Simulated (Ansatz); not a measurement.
# GaFe: the cost of one run

Method: DFT PBEsol, with the methods named in each step, in Ansatz 0.2.0.

### Step 1. Starting point

The structure is hexagonal, space group P-6m2 (No. 187). The conventional cell has a = 2.748 Å, b = 2.748 Å, c = 4.031 Å, α = 90.00°, β = 90.00°, γ = 120.00°. Ga (site symmetry -6m2) has 6 Fe at 2.56 Å and 6 Ga at 2.75 Å in its first shell of neighbours. Fe (site symmetry -6m2) has 6 Ga at 2.56 Å and 6 Fe at 2.75 Å in its first shell of neighbours.

Structure file:

```xyz
2
Lattice="2.7481 0.0000 0.0000 -1.3741 2.3800 0.0000 0.0000 0.0000 4.0308" Properties=species:S:1:pos:R:3 pbc="T T T"
Ga    0.0000    0.0000    2.0154
Fe    1.3741    0.7933    0.0000
```

Atoms are numbered in the order of the input: Ga1, Fe2.

### Step 2. Spiral at q = 0, LAPW

File input.yaml:

```yaml
crystal:
  lattice:
    - [2.7481305258, 0.0, 0.0]
    - [-1.3740652629, 2.3799508482, 0.0]
    - [0.0, 0.0, 4.030782]
  atoms:
    - { symbol: Ga, position: [0.0, 0.0, 0.5] }
    - { symbol: Fe, position: [0.6666666667, 0.3333333333, 0.0], spin: 2.2, spin_axis: [1.0, 0.0, 0.0] }
magnetization:
  noncollinear: true
  spin_spiral: { q: [0.0, 0.0, 0.0] }
kpoints:
  mp_grid: { grid: [18, 18, 7] }
scf:
  occupations: { method: fermi_dirac, width: 0.03 }
  lower_state_search: "off"
hamiltonian:
  xc: pbesol
  pseudopotentials: { kind: all_electron, lapw: { basis_error: 0.001 } }
output:
  eigenvalues: false
```

Run with:

```sh
$ ansatz run input.yaml --threads 2 --pin off --max-ram 5120MiB --backend cpu --events-out ev --progress --plain --runs-dir out
```

What time and memory should one allow on 2 threads of Arm Neoverse V2, shared host?

About 3.1 min, with a peak of 1 GiB.
